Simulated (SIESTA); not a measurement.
Mg in SIESTA: the effect of functional

The system is Mg, a slab with vacuum.

```
Mg
1.0
     3.20927    0.00000    0.00000
    -1.60464    2.77931    0.00000
     0.00000    0.00000   30.63099
Mg
7
Direct
  0.66667 0.33333 0.24485
  0.33333 0.66667 0.32990
  0.66667 0.33333 0.41495
  0.33333 0.66667 0.50000
  0.66667 0.33333 0.58505
  0.33333 0.66667 0.67010
  0.66667 0.33333 0.75515
```

The slab is cut from a database's or a generator's crystal, which needn't be the stable form of the element.

Alike in all runs:

- Program: SIESTA 5.4.2
- Task: single point
- Potentials or basis: PseudoDojo 0.4 standard (PBE files)
- Basis: DZP (energy shift 0.003 Ry; two zetas on semicore shells)
- Grid cutoff: 800 Ry
- Energy shift: 0.003 Ry
- k mesh: 10 × 10 × 1
- Occupations: fermi-dirac, width 0.05 eV
- Spin: no spin polarisation

Problem. One run gave: largest force 0.18 eV/Å; work function 3.92 eV. Which functional did it use?
A. vdW-DF
B. vdW-DF-cx
C. vdW-DF2
D. PBE
E. vdW-DF-C09

Solution. B.

| functional | largest force (eV/Å) | work function (eV) |
| --- | --- | --- |
| PBE | 0.14 | 3.87 |
| vdW-DF | 0.20 | 3.88 |
| vdW-DF2 | 0.16 | 3.81 |
| optB88-vdW | 0.13 | 3.86 |
| vdW-DF-C09 | 0.12 | 3.90 |
| vdW-DF-cx | 0.18 | 3.92 |
| VV10 | 0.11 | 3.84 |

Caveats: the potentials were made for another functional, which shifts forces and pressure (some runs); the non-local part is tabulated coarsely and may be off by about a percent (some runs).
